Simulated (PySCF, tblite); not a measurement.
**C₆H₇BN₂: geometry, infrared bands and NMR shifts**

Aim: predict the infrared bands and NMR shifts of C₆H₇BN₂ (`C#CC#C[C@H]1CNBN1`).

The runs use tblite 0.8.0 and PySCF 2.14.0, with density-fitted response routines of our own; the level of theory stands in each step. All values are computed, except where a source is named. Atoms count from 0, in the outputs and in this text.

**1. The starting structure**

16 atoms, charge 0, multiplicity 1; geometry from: force field or distance geometry start.

Bonds of the start (Å): C0–C1 1.22, C1–C2 1.39, C2–C3 1.22, C3–C4 1.47, C4–C5 1.55, C5–N6 1.46, N6–B7 1.51, B7–N8 1.51, N8–C4 1.46, C0–H9 1.05, C4–H10 1.12, C5–H11 1.12, C5–H12 1.10, N6–H13 1.05, B7–H14 1.19, N8–H15 1.04.

**2. Relaxing the molecule with GFN2-xTB**

The job: settings as JSON, then the geometry in Å.

```
{"job": {"kind": "relax", "xc": "GFN2-xTB", "basis": "xTB"}, "charge": 0, "multiplicity": 1}
C      4.348400     0.645800     1.307200
C      3.244300     0.556900     0.794400
C      1.981100     0.435900     0.217400
C      0.880000     0.350200    -0.297800
C     -0.452900     0.222100    -0.895200
C     -1.036700    -1.195000    -0.691200
N     -1.997100    -1.154500     0.403200
B     -2.245500     0.326600     0.552900
N     -1.345700     1.196000    -0.285000
H      5.293300     0.732200     1.755000
H     -0.346600     0.425600    -1.993800
H     -0.242700    -1.956400    -0.491800
H     -1.569100    -1.508500    -1.602900
H     -1.514400    -1.460600     1.283600
H     -3.046600     0.771000     1.308500
H     -1.957600     1.621800    -1.016800
```

Started as:

```console
$ OMP_NUM_THREADS=1 python probes_run.py task.json out
```

One launch serves the whole session: the jobs run in the order shown.

**Question.** This job is followed by: GFN2-xTB harmonic vibrations, gas phase; GIAO PBE0/pcSseg-1 NMR shielding, non-relativistic, gas phase. What will the session give for the following? strongest single infrared mode (GFN2-xTB); zero-point energy (GFN2-xTB); 13C shifts against TMS (PBE0/pcSseg-1); 1H shifts against TMS (PBE0/pcSseg-1); 15N shifts against NH3 (PBE0/pcSseg-1); 11B shifts against BF3·OEt2 (PBE0/pcSseg-1); surface potential, 1st and 99th percentile.

The runs gave:

```
                                   quantity                                         value
  strongest single infrared mode (GFN2-xTB)                         2690 cm⁻¹, 212 km/mol
               zero-point energy (GFN2-xTB)                                 73.7 kcal/mol
     13C shifts against TMS (PBE0/pcSseg-1)        84.4, 75.8, 74.7, 73.8, 56.3, 49.1 ppm
      1H shifts against TMS (PBE0/pcSseg-1)  4.71, 4.08, 4.03, 3.85, 2.70, 2.38, 1.40 ppm
     15N shifts against NH3 (PBE0/pcSseg-1)                                95.3, 81.9 ppm
11B shifts against BF3·OEt2 (PBE0/pcSseg-1)                                      22.7 ppm
      surface potential, 1st and 99th percentile                            -0.74 V and 1.62 V
```

Over 112 steps the energy fell by 1.281 eV; of the close pairs, N6–B7 changed most, 1.509 to 1.401 Å. No mode is imaginary among the 42: a minimum at this level. The strongest single mode, at 2690 cm⁻¹, moves mainly H14. GFN2-xTB is a fitted tight-binding method: band positions and strengths are rough. Its intensities can rank the bands wrongly. The most deshielded hydrogen is H10 (hydrogen on a propargylic sp3 CH bonded to N), at 4.71 ppm: its carbon carries N, an electronegative neighbour. At PBE0/pcSseg-1: The largest span, 314 ppm, is at C3, where the paramagnetic term is -161 ppm. At PBE0/pcSseg-1, counted by nearest atom on the grid, the HOMO lies on N6, N8 about 35 % each, the LUMO on C0, C3 about 24 % each; C1, C2 about 16 % each.
